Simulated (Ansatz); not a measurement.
# GaH5O2 (built from SMILES OO.[GaH3]): search for a transition state

Wanted: the transition state of a four-centre ligand exchange (form Ga1–O6, H2–H5 and break Ga1–H2, H5–O6). The guess is relaxed with those distances held, a saddle search follows, and vibrations and two downhill relaxations check it.

Program: Ansatz 0.2.0, Gaussian basis. Level of theory: PBE0-D4, def2-SVP first, then def2-TZVP. These are calculated values, not measurements.

152 further runs of the same task are left out: 152 set aside as unsound or not needed. Runs told in other sessions of the task aren't counted.

## 1. Where the work starts

The guess: 8 atoms, charge 0, spin multiplicity 1.

Atoms are counted from 1 here; the program's logs count them from 0.

Bond lengths: Ga1–H2 1.832 Å, Ga1–H3 1.563 Å, Ga1–H4 1.554 Å, Ga1–O6 1.916 Å, H5–O6 1.243 Å, O6–O7 1.434 Å, O7–H8 0.968 Å. Angles: H2–Ga1–H3 112.2°, H2–Ga1–H4 112.7°, H2–Ga1–O6 70.1°, H3–Ga1–H4 120.3°, H3–Ga1–O6 112.3°, H4–Ga1–O6 118.7°, Ga1–O6–H5 77.1°, Ga1–O6–O7 148.9°, H5–O6–O7 133.9°, O6–O7–H8 104.4°.

Coordinates:

```xyz
8
GaH5O2
Ga   -0.6883   -0.0196   -0.9384
H    -0.0338   -1.6805   -0.5264
H     0.0903    0.6449   -2.1197
H    -2.2405    0.0423   -0.8906
H     0.3523   -1.1492    0.4019
O     0.2871    0.0533    0.7096
O     0.7278    0.8141    1.8421
H     1.5051    1.2946    1.5215
```

Distances that are to change: Ga1–O6 1.92 Å, H2–H5 1.14 Å, Ga1–H2 1.83 Å, H5–O6 1.24 Å.

## 2. Constrained relaxation of the guess

hold/in.yaml

```yaml
crystal:
  periodic: [false, false, false]
  atoms:
    - {symbol: Ga, position_ang: [-0.688300, -0.019600, -0.938400]}
    - {symbol: H, position_ang: [-0.033800, -1.680500, -0.526400]}
    - {symbol: H, position_ang: [0.090300, 0.644900, -2.119700]}
    - {symbol: H, position_ang: [-2.240500, 0.042300, -0.890600]}
    - {symbol: H, position_ang: [0.352300, -1.149200, 0.401900]}
    - {symbol: O, position_ang: [0.287100, 0.053300, 0.709600]}
    - {symbol: O, position_ang: [0.727800, 0.814100, 1.842100]}
    - {symbol: H, position_ang: [1.505100, 1.294600, 1.521500]}
basis:
  gaussian: {orbitals: def2-SVP}
hamiltonian: {xc: pbe0, dispersion: d4}
relax: {f_tol: 0.04, max_steps: 150, escape_saddle: false, constraints: [{distance: [0, 5]}, {distance: [1, 4]}, {distance: [0, 1]}, {distance: [4, 5]}]}
```

On the command line:

```bash
> ansatz run in.yaml --threads 4 --pin off --events-out ev --progress --plain --max-ram 9574MiB
```

The runs that follow: Force constants to start from; Saddle search in the small basis; Saddle search in triple zeta; Checking the order of the point; Relaxing after a step of 0.30 Å one way along the mode; Relaxing after a step of 0.30 Å the other way along the mode.

What does the calculation give? Wanted: imaginary mode; barrier from the start side; barrier from the end side; energy of the step; pairs that change; zero-point energy at the saddle.

As calculated:

| quantity | value |
| --- | --- |
| imaginary mode | 1144i cm⁻¹ |
| barrier from the start side | 80.2 kJ/mol |
| barrier from the end side | 81.3 kJ/mol |
| energy of the step | -1.1 kJ/mol |
| pairs that change | Ga1–O6 tightened, H2–H5 formed, Ga1–H2 broken, H5–O6 broken |
| zero-point energy at the saddle | 1.220 eV |

**Reading.** The point has a single imaginary mode (1144i cm⁻¹), as a transition state must. The two relaxations end on the structures that were planned. At PBE0-D4/def2-TZVP the electronic barrier is 80.2 kJ/mol, about 32 kT at 298 K, and the step runs 1.1 kJ/mol downhill. The barrier is thin enough for tunnelling; the leading (Wigner) term alone is a factor of 2.3 at 298 K. A step off the saddle overshot and began above it in energy, so the link to its end is likely but not proven. The ends are the nearest minima, not always the lowest complexes.
